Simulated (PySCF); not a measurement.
# Ge2H9NSi: the cost of one run

The runs use PySCF 2.14.0, with density-fitted response routines of our own; the level of theory stands in each step. All values are computed, except where a source is named. Atoms count from 0, in the outputs and in this text.

## (1) The molecule as given

13 atoms, charge 0, multiplicity 1; geometry from: GFN2-xTB. The atoms were then displaced at random by about 0.01 Å, so the start is not that level's minimum.

Bonds of the start (Å): N0–Si1 1.70, Si1–Ge2 2.33, Ge2–Ge3 2.42, N0–H4 1.02, N0–H5 1.04, Si1–H6 1.46, Si1–H7 1.45, Ge2–H8 1.50, Ge2–H9 1.53, Ge3–H10 1.52, Ge3–H11 1.48, Ge3–H12 1.52.

## (2) Optimising the geometry at PBE0-D3(BJ)/def2-SVP

What the job is given:

```
{"job": {"xc": "PBE0", "basis": "def2-SVP", "d3": "d3bj", "grid": 1, "shake": 0.01, "kind": "geom"}, "charge": 0, "multiplicity": 1}
N     -1.868350     0.930590    -0.229860
Si    -1.679750    -0.754470    -0.199330
Ge     0.613830    -1.061110    -0.474570
Ge     2.136670     0.742670     0.067180
H     -1.381760     1.499710    -0.918250
H     -2.812280     1.349440    -0.103800
H     -2.404200    -1.513990    -1.217550
H     -2.139740    -1.163830     1.114360
H      1.010700    -1.477040    -1.855200
H      1.135490    -2.265540     0.312390
H      1.848090     1.352210     1.427950
H      3.577600     0.419840     0.082450
H      1.969530     1.924620    -0.877340
```

Run with:

```bash
> OMP_NUM_THREADS=1 python probes_run.py task.json out
```

One launch serves the whole session: the jobs run in the order shown.

Q: Estimate the wall time and peak memory of this first job on 1 thread of Arm Neoverse V1, shared host.

About 1.9 min, with a peak of 0.59 GiB.
